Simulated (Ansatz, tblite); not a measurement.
**In9Sb9 wurtzite hole sphere (In9Sb9H24): one state, many levels**

An exercise on one series of results from a longer session: the logs are not shown, and one member is left open.

The runs use Ansatz 0.2.0, Gaussian basis; as each input shows.

Plan: GFN1-xTB, GFN2-xTB, PBE-D4/def2-TZVP, r2SCAN-D4/def2-TZVP, PBE-D4/def2-SVP, PBE0-D4/def2-SVP.

1 further run of the same task is left out (set aside as unsound or not needed). Runs told in other sessions of the task aren't counted.

## The relaxed structure

The singlet was relaxed beforehand with PBE-D4/def2-SVP.

42 atoms, charge 0, spin multiplicity 1.

Bond lengths: In1–Sb2 2.956 Å, In1–Sb3 2.886 Å, In1–H19 1.736 Å, In1–H20 1.736 Å, Sb2–In5 2.878 Å, Sb2–H21 1.720 Å, Sb2–H22 1.721 Å, Sb3–In4 2.847 Å, Sb3–In11 2.848 Å, Sb3–H23 1.724 Å, In4–Sb6 2.884 Å, In4–Sb7 2.848 Å, In4–H24 1.745 Å, In5–Sb6 2.854 Å, In5–Sb12 2.854 Å, In5–H25 1.742 Å, Sb6–In9 2.854 Å, Sb6–H26 1.722 Å and more. Angles: Sb2–In1–Sb3 90.3°, Sb2–In1–H19 104.1°, Sb2–In1–H20 104.0°, Sb3–In1–H19 110.1°, Sb3–In1–H20 110.0°, H19–In1–H20 130.2°, In1–Sb2–In5 128.6°, In1–Sb2–H21 110.2°, In1–Sb2–H22 110.2°, In5–Sb2–H21 103.8°, In5–Sb2–H22 103.8°, H21–Sb2–H22 94.8°, In1–Sb3–In4 114.1°, In1–Sb3–In11 114.1°, In1–Sb3–H23 105.7°, In4–Sb3–In11 116.6°, In4–Sb3–H23 101.9°, In11–Sb3–H23 102.0° and more.

In, Sb take a core potential in the def2 sets. No spin-orbit coupling is included.

PBE0-D4/def2-TZVP was run before; its log isn't repeated, and its numbers join the tables.

Set-up of the first run:

Tight binding, by tblite at 300 K electronic temperature and without a spin-polarisation term:

```python
tblite.interface.Calculator('GFN1-xTB', numbers, positions, charge=0, uhf=0).singlepoint()
```

Tight binding, by tblite at 300 K electronic temperature and without a spin-polarisation term:

```python
tblite.interface.Calculator('GFN2-xTB', numbers, positions, charge=0, uhf=0).singlepoint()
```

start.molden holds the orbitals of an earlier run on this state, given as this run's starting guess.

Contents of in.yaml:

```yaml
crystal:
  periodic: [false, false, false]
  atoms:
    - {symbol: In, position_ang: [0.002285, -5.538611, -1.794570]}
    - {symbol: Sb, position_ang: [-0.001902, -5.158644, 1.136591]}
    - {symbol: Sb, position_ang: [0.000872, -2.679166, -2.181791]}
    - {symbol: In, position_ang: [-2.421715, -1.400498, -1.404926]}
    - {symbol: In, position_ang: [0.000776, -2.698293, 2.629882]}
    - {symbol: Sb, position_ang: [-2.162778, -1.247990, 1.463239]}
    - {symbol: Sb, position_ang: [-2.315795, 1.336528, -2.183756]}
    - {symbol: In, position_ang: [-4.792278, 2.766745, -1.799374]}
    - {symbol: In, position_ang: [-2.334915, 1.352202, 2.627691]}
    - {symbol: Sb, position_ang: [-4.464204, 2.581618, 1.132524]}
    - {symbol: In, position_ang: [2.423934, -1.399561, -1.406437]}
    - {symbol: Sb, position_ang: [2.165230, -1.249305, 1.462507]}
    - {symbol: Sb, position_ang: [2.319958, 1.337194, -2.184883]}
    - {symbol: In, position_ang: [0.002018, 2.797157, -1.407353]}
    - {symbol: In, position_ang: [2.340341, 1.349719, 2.628059]}
    - {symbol: Sb, position_ang: [0.003560, 2.500338, 1.460901]}
    - {symbol: In, position_ang: [4.797133, 2.766426, -1.799277]}
    - {symbol: Sb, position_ang: [4.470695, 2.577349, 1.132162]}
    - {symbol: H, position_ang: [-1.571201, -6.186608, -2.138038]}
    - {symbol: H, position_ang: [1.578047, -6.184119, -2.132514]}
    - {symbol: H, position_ang: [-1.272696, -6.070725, 1.853042]}
    - {symbol: H, position_ang: [1.260855, -6.078224, 1.857902]}
    - {symbol: H, position_ang: [-0.000212, -2.438907, -3.888880]}
    - {symbol: H, position_ang: [-3.881285, -2.242450, -1.858987]}
    - {symbol: H, position_ang: [0.000471, -2.884287, 4.362354]}
    - {symbol: H, position_ang: [-3.556472, -2.050938, 2.077218]}
    - {symbol: H, position_ang: [-2.105791, 1.215182, -3.890302]}
    - {symbol: H, position_ang: [-6.139864, 1.725755, -2.138052]}
    - {symbol: H, position_ang: [-4.565377, 4.453224, -2.142988]}
    - {symbol: H, position_ang: [-2.493552, 1.444229, 4.360246]}
    - {symbol: H, position_ang: [-5.891212, 1.944322, 1.851987]}
    - {symbol: H, position_ang: [-4.623538, 4.137557, 1.849509]}
    - {symbol: H, position_ang: [3.882873, -2.242840, -1.859942]}
    - {symbol: H, position_ang: [3.558491, -2.054143, 2.074938]}
    - {symbol: H, position_ang: [2.110595, 1.216045, -3.891482]}
    - {symbol: H, position_ang: [0.001874, 4.481724, -1.863211]}
    - {symbol: H, position_ang: [2.500793, 1.443667, 4.360375]}
    - {symbol: H, position_ang: [0.003737, 4.109628, 2.072734]}
    - {symbol: H, position_ang: [6.144501, 1.726291, -2.140654]}
    - {symbol: H, position_ang: [4.569730, 4.453435, -2.139745]}
    - {symbol: H, position_ang: [5.897735, 1.937455, 1.849766]}
    - {symbol: H, position_ang: [4.632984, 4.132518, 1.850333]}
basis:
  gaussian: {orbitals: def2-TZVP, fitting: {mean_field: def2-universal-jkfit}, initial_orbitals: start.molden}
hamiltonian: {xc: pbe, dispersion: d4}
scf: {omitted_lower_state_checks: [starts]}
output: {orbitals: {seedname: orbitals}}
```

Run with:

```sh
$ ansatz run in.yaml --threads 5 --pin off --events-out ev --progress --plain --max-ram 66560MiB --backend cuda --devices 0, --max-vram 37GiB
```

Among the steps run: PBE-D4/def2-TZVP; r2SCAN-D4/def2-TZVP; PBE-D4/def2-SVP; PBE0-D4/def2-SVP.

One of the session's tables, all rows but one given; the rest of the session is left out.

It belongs to the step «Binding energy». 

| level | binding an atom (eV) |
| --- | --- |
| PBE-D4/def2-SVP | 2.189 |
| PBE-D4/def2-TZVP | 2.207 |
| r2SCAN-D4/def2-TZVP | 2.201 |
| PBE0-D4/def2-SVP | ? |
| PBE0-D4/def2-TZVP | 2.200 |

Estimate the missing values for PBE0-D4/def2-SVP.

As computed: binding an atom (eV): 2.179. In the column «binding an atom (eV)» it is the lowest.

To keep in mind: Free atoms were run apart at each level; binding is atoms less cluster, divided by the number of atoms, without zero-point or spin-orbit terms.
